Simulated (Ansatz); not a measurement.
Write a Python script for the Python package of Ansatz (0.2.0) that makes a test of the smearing width of La3InB, space group Pm-3m. Level of theory (first run): r2SCAN, norm-conserving potentials, the default cutoff (1250 eV here), 4×4×4 k-points, Fermi-Dirac smearing of 0.3 eV. The script varies width (eV): 0.3, 0.2, 0.1, 0.05.

```xyz
5
Lattice="5.3289 0.0000 0.0000 0.0000 5.3289 0.0000 0.0000 0.0000 5.3289" Properties=species:S:1:pos:R:3 pbc="T T T"
La    2.6645    0.0000    2.6645
La    2.6645    2.6645    0.0000
La    0.0000    2.6645    2.6645
In    0.0000    0.0000    0.0000
B     2.6645    2.6645    2.6645
```

`la3inb.py`:
```python
"""How the energy of La3InB depends on the smearing."""

import ansatz as az
import matplotlib.pyplot as plt

xtal = (
    az.Lattice.cubic(5.32895)
    .space_group(221)
    .atom("La", (0.5, 0.0, 0.5))
    .atom("In", (0.0, 0.0, 0.0))
    .atom("B", (0.5, 0.5, 0.5))
)

calculation = (
    xtal.calculation()
    .functional("r2scan")
    .pseudopotentials("nc")
    .kpoints(4, center="monkhorst-pack")
    .scf(max_iterations=100)
    .forces()
    .stress()
)

rows = []
for value in [0.3, 0.2, 0.1, 0.05]:
    summary = calculation.occupations("fermi_dirac", width=value).run(threads=1, backend="cpu").report
    rows.append((value, summary["free_energy_ev"] / len(summary["lattice"]["sites"]), summary["n_iterations"], sum(summary["stress_gpa"][i][i] for i in range(3)) / 3, max(abs(f) for row in summary["forces_ev_ang"] for f in row), summary["n_kpoints"]))

print("  width (eV)   F/atom (eV)    iterations       P (GPa)  max component (eV/A)      k-points")
for row in rows:
    print(f"{str(row[0]):>12s}  {row[1]:12.5f}  {row[2]:12d}  {row[3]:12.3f}  {row[4]:20.4f}  {row[5]:12d}")

# the last row is the reference
for row in rows[:-1]:
    shift = 1000 * (row[1] - rows[-1][1])
    print(f"{row[0]}: {shift:+.2f} meV/atom" + ("  (within 2 meV)" if abs(shift) < 2 else ""))
plt.figure(figsize=(4.5, 3))
plt.plot([str(row[0]) for row in rows], [1000 * (row[1] - rows[-1][1]) for row in rows], "o-")
plt.xlabel("width (eV)")
plt.ylabel("F - F(last) (meV/atom)")
plt.tight_layout()
plt.savefig("smear.png", dpi=100)
```

```console
$ python la3inb.py
DeckWarning: basis.ecutwfc = 1250 eV, auto-derived from the records' recommended cutoffs: set by La (normal level)
  width (eV)   F/atom (eV)    iterations       P (GPa)  max component (eV/A)      k-points
         0.3   -1255.67687            10         1.174                0.0000             4
         0.2   -1255.59873            10         0.929                0.0000             4
         0.1   -1255.54919            11         0.719                0.0000             4
        0.05   -1255.53296            12         0.634                0.0000             4
0.3: -143.91 meV/atom
0.2: -65.78 meV/atom
0.1: -16.23 meV/atom
```
(Warnings from the package without file and line.)

Going from 0.05 to 0.3 eV changes F by -143.9 meV an atom. With this scheme F falls roughly as the square of the width; the report's estimate for zero width (energy_sigma0_ev) moves by only -11.3 meV. The pressure moves from 0.63 to 1.17 GPa.

Caveats:
- Such functionals run on norm-conserving files made under PBE, which can move pressures by some GPa.
- For a metal this k-point mesh is coarse: on a finer one energies can move by several to tens of meV an atom and pressures by half a GPa or more, differences at one mesh by less.
- A Fermi-Dirac width this large means warm electrons, whose thermal share enters the free energy.
- Forces vanish by symmetry here and test nothing.
- The narrowest width needs the finest mesh, so the last row is no converged reference.
- Pressure is positive in compression.
- The structure comes from a database of computed cells and needn't be a stable or known phase.
- It ran for 2 min on 1 thread of Intel(R) Xeon(R) Processor @ 2.30GHz (shared host), peak memory 1.9 GiB.
